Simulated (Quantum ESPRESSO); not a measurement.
# CdF (Fm-3m) in Quantum ESPRESSO: reference runs

How does CdF come out in PBE? The cell is run as given.

All numbers are computed with Quantum ESPRESSO 7.5; they aren't measurements. Logs are shortened: lines on timing, memory, paths and dates and some standing lists are left out, and cuts for length are marked.

## (1) The structure

The structure is cubic, space group Fm-3m (No. 225). Conventional cell: a = 5.062 Å, b = 5.062 Å, c = 5.062 Å, α = 90.00°, β = 90.00°, γ = 90.00°. Cd (site symmetry m-3m) is surrounded by 6 F at 2.53 Å. Around F (site symmetry m-3m) lie 6 Cd at 2.53 Å.

The cell was built by a generator and needn't be a form met in nature.

## (2) Single point, PBE

pw.in reads:

```
&CONTROL
  calculation = 'scf'
  prefix = 'pwscf'
  outdir = './tmp'
  pseudo_dir = './pseudo'
  tprnfor = .true.
  tstress = .true.
  disk_io = 'nowf'
/
&SYSTEM
  ibrav = 0
  nat = 2
  ntyp = 2
  ecutwfc = 60
  ecutrho = 480
  nbnd = 16
  occupations = 'smearing'
  smearing = 'fd'
  degauss = 0.00367493
/
&ELECTRONS
  conv_thr = 4d-10
  electron_maxstep = 120
  mixing_beta = 0.5
/
ATOMIC_SPECIES
Cd   112.4140 Cd.pbe-dn-rrkjus_psl.0.3.1.UPF
F     18.9984 f_pbe_v1.4.uspp.F.UPF
CELL_PARAMETERS angstrom
   0.0000000000    2.5312012400    2.5312012400
   2.5312012400    0.0000000000    2.5312012400
   2.5312012400    2.5312012400    0.0000000000
ATOMIC_POSITIONS crystal
Cd     0.0000000000    0.0000000000    0.0000000000
F      0.5000000000    0.5000000000    0.5000000000
K_POINTS automatic
9 9 9 0 0 0
```

Potentials or basis: SSSP 1.3 efficiency PBE.

Launch:

```bash
$ OMP_NUM_THREADS=1 pw.x -in pw.in > pw.out
```

pw.out:

```text
This program is part of the open-source Quantum ESPRESSO suite
     for quantum simulation of materials; please cite
         "P. Giannozzi et al., J. Phys.:Condens. Matter 21 395502 (2009);
         "P. Giannozzi et al., J. Phys.:Condens. Matter 29 465901 (2017);
         "P. Giannozzi et al., J. Chem. Phys. 152 154105 (2020);
     in publications or presentations arising from this work. More details at

     file Cd.pbe-dn-rrkjus_psl.0.3.1.UPF: wavefunction(s)  4D renormalized
     Message from routine setup:
     using ibrav=0 with symmetry is DISCOURAGED, use correct ibrav instead

     G-vector sticks info
     --------------------
     sticks:   dense  smooth     PW     G-vecs:    dense   smooth      PW
     Sum        1519     757    235                38949    13803    2277

     Using Slab Decomposition

     bravais-lattice index     =            0
     lattice parameter (alat)  =       6.7646  a.u.
     unit-cell volume          =     218.8803 (a.u.)^3
     number of atoms/cell      =            2
     number of atomic types    =            2
     number of electrons       =        19.00
     number of Kohn-Sham states=           16
     kinetic-energy cutoff     =      60.0000  Ry
     charge density cutoff     =     480.0000  Ry
     scf convergence threshold =      4.0E-10
     mixing beta               =       0.5000
     number of iterations used =            8  plain     mixing
     Exchange-correlation=  SLA  PW   PBX  PBC
                           (   1   4   3   4   0   0   0)

     celldm(1)=   6.764575  celldm(2)=   0.000000  celldm(3)=   0.000000
     celldm(4)=   0.000000  celldm(5)=   0.000000  celldm(6)=   0.000000

     crystal axes: (cart. coord. in units of alat)
               a(1) = (   0.000000   0.707107   0.707107 )
               a(2) = (   0.707107   0.000000   0.707107 )
               a(3) = (   0.707107   0.707107   0.000000 )

     reciprocal axes: (cart. coord. in units 2 pi/alat)
               b(1) = ( -0.707107  0.707107  0.707107 )
               b(2) = (  0.707107 -0.707107  0.707107 )
               b(3) = (  0.707107  0.707107 -0.707107 )

     PseudoPot. # 1 for Cd read from file:
     Cd.pbe-dn-rrkjus_psl.0.3.1.UPF
     Pseudo is Ultrasoft + core correction, Zval = 12.0
     Generated using "atomic" code by A. Dal Corso  v.5.0.99 svn rev. 10869
     Using radial grid of 1239 points,  6 beta functions with:
                l(1) =   0
                l(2) =   0
                l(3) =   1
                l(4) =   1
                l(5) =   2
                l(6) =   2
     Q(r) pseudized with 0 coefficients

     PseudoPot. # 2 for F  read from file:
     f_pbe_v1.4.uspp.F.UPF
     Pseudo is Ultrasoft, Zval =  7.0
     Generated by new atomic code, or converted to UPF format
     Using radial grid of  799 points,  4 beta functions with:
                l(1) =   0
                l(2) =   0
                l(3) =   1
                l(4) =   1
     Q(r) pseudized with  8 coefficients,  rinner =    0.950   0.950   0.950

     atomic species   valence    mass     pseudopotential
     Cd               12.00   112.41400     Cd( 1.00)
     F                 7.00    18.99840     F ( 1.00)

     48 Sym. Ops., with inversion, found

   Cartesian axes

     site n.     atom                  positions (alat units)
         1        Cd     tau(   1) = (   0.0000000   0.0000000   0.0000000  )
         2        F      tau(   2) = (   0.7071068   0.7071068   0.7071068  )

     number of k points=    35  Fermi-Dirac smearing, width (Ry)=  0.0037
                       cart. coord. in units 2pi/alat
        k(    1) = (   0.0000000   0.0000000   0.0000000), wk =   0.0027435
        k(    2) = (   0.0785674   0.0785674  -0.0785674), wk =   0.0219479
        k(    3) = (   0.1571348   0.1571348  -0.1571348), wk =   0.0219479
        k(    4) = (   0.2357023   0.2357023  -0.2357023), wk =   0.0219479
        k(    5) = (   0.3142697   0.3142697  -0.3142697), wk =   0.0219479
        k(    6) = (   0.1571348   0.0000000  -0.0000000), wk =   0.0164609
[... 27 lines left out ...]
        k(   34) = (  -0.0000000  -0.4714045   0.6285394), wk =   0.0658436
        k(   35) = (  -0.0785674  -0.3928371   0.7071068), wk =   0.0658436

     Dense  grid:    38949 G-vectors     FFT dimensions: (  48,  48,  48)

     Smooth grid:    13803 G-vectors     FFT dimensions: (  36,  36,  36)

     Initial potential from superposition of free atoms

     starting charge      18.9951, renormalised to      19.0000
     Starting wfcs are   13 randomized atomic wfcs +    3 random wfcs

     Self-consistent Calculation

     iteration #  1     ecut=    60.00 Ry     beta= 0.50
     Davidson diagonalization with overlap
     ethr =  1.00E-02,  avg # of iterations =  5.1

     total energy              =    -170.82341415 Ry
     estimated scf accuracy    <       0.19384577 Ry

     iteration #  2     ecut=    60.00 Ry     beta= 0.50
     Davidson diagonalization with overlap
     ethr =  1.02E-03,  avg # of iterations =  2.0
[... 50 lines left out ...]
     total energy              =    -170.88790494 Ry
     estimated scf accuracy    <          1.1E-09 Ry

     iteration # 10     ecut=    60.00 Ry     beta= 0.50
     Davidson diagonalization with overlap
     ethr =  5.90E-12,  avg # of iterations =  2.0

     End of self-consistent calculation

          k = 0.0000 0.0000 0.0000 (  1759 PWs)   bands (ev):

   -15.5124   0.1111   0.1111   0.1111   0.3014   0.3014   3.2634   3.2634
     3.2634   4.3288  20.5588  21.3173  21.3173  21.3173  22.0665  22.0665

          k = 0.0786 0.0786-0.0786 (  1732 PWs)   bands (ev):

   -15.4957   0.0809   0.1186   0.1186   0.2445   0.2445   2.7764   3.3662
     3.3662   5.0474  18.4591  20.2732  20.2732  20.8685  22.8788  22.8788

          k = 0.1571 0.1571-0.1571 (  1727 PWs)   bands (ev):
[... 136 lines left out ...]
   -15.3670  -0.1027  -0.0002   0.0121   0.3761   0.4622   2.2595   2.9424
     3.4637   9.5504  12.5622  14.2357  16.4035  20.9098  25.0599  26.6808

          k =-0.0786-0.3928 0.5500 (  1718 PWs)   bands (ev):

   -15.3601  -0.1720  -0.0535   0.0504   0.3578   0.4502   2.3400   2.8488
     3.6059  10.2189  12.0085  13.6532  16.3876  21.9755  24.0272  27.6803

          k = 0.0000-0.3143 0.4714 (  1714 PWs)   bands (ev):

   -15.3695  -0.1834  -0.1423   0.0091   0.3876   0.4136   2.3833   2.8400
     3.7889   9.4524  12.8295  13.8203  16.8384  22.7548  23.1716  27.1246

          k =-0.0786-0.5500 0.7071 (  1709 PWs)   bands (ev):

   -15.3670  -0.1056   0.1747   0.2611   0.4344   0.4952   2.1437   2.8174
     3.0856   9.4269  12.4655  14.8710  16.2017  19.3921  25.2093  27.2615

          k =-0.0000-0.4714 0.6285 (  1715 PWs)   bands (ev):

   -15.3601  -0.0968   0.0619   0.2215   0.3547   0.4976   2.3319   2.6697
     3.2756   9.9757  12.5995  13.5706  15.9869  20.6797  25.6267  26.2962

          k =-0.0786-0.3928 0.7071 (  1709 PWs)   bands (ev):

   -15.3589  -0.0638   0.0105   0.0723   0.3821   0.4964   2.4483   2.6460
     3.3338  10.1312  12.7636  13.4471  15.4107  22.3379  23.7400  27.2419

     the Fermi energy is     9.1646 ev

!    total energy              =    -170.88790494 Ry
     estimated scf accuracy    <          1.1E-11 Ry
     smearing contrib. (-TS)   =      -0.00011796 Ry
     internal energy E=F+TS    =    -170.88778697 Ry

     The total energy is F=E-TS. E is the sum of the following terms:
     one-electron contribution =     -49.16790977 Ry
     hartree contribution      =      42.15312465 Ry
     xc contribution           =     -52.23891914 Ry
     ewald contribution        =    -111.63408270 Ry

     convergence has been achieved in  10 iterations

     Forces acting on atoms (cartesian axes, Ry/au):

     atom    1 type  1   force =    -0.00000000   -0.00000000    0.00000000
     atom    2 type  2   force =     0.00000000    0.00000000   -0.00000000

     Total force =     0.000000     Total SCF correction =     0.000000

     Computing stress (Cartesian axis) and pressure

          total   stress  (Ry/bohr**3)                   (kbar)     P=       43.99
   0.00029902   0.00000000   0.00000000           43.99        0.00        0.00
   0.00000000   0.00029902   0.00000000            0.00       43.99        0.00
   0.00000000   0.00000000   0.00029902            0.00        0.00       43.99

=------------------------------------------------------------------------------=
   JOB DONE.
=------------------------------------------------------------------------------=
```

Wall time 28 s (1 thread of Intel Xeon Platinum 8259CL at 2.50GHz (Skylake/Cascade Lake), shared host); peak memory 0.2 GiB.

Results:

```
Free energy            : -2325.0484 eV
Pressure               : 4.4 GPa
Band gap on the k mesh : none (metal or under the smearing width)
```

Caveat: an odd number of electrons without spin polarisation forces a metal; a magnetic or distorted state may lie lower.
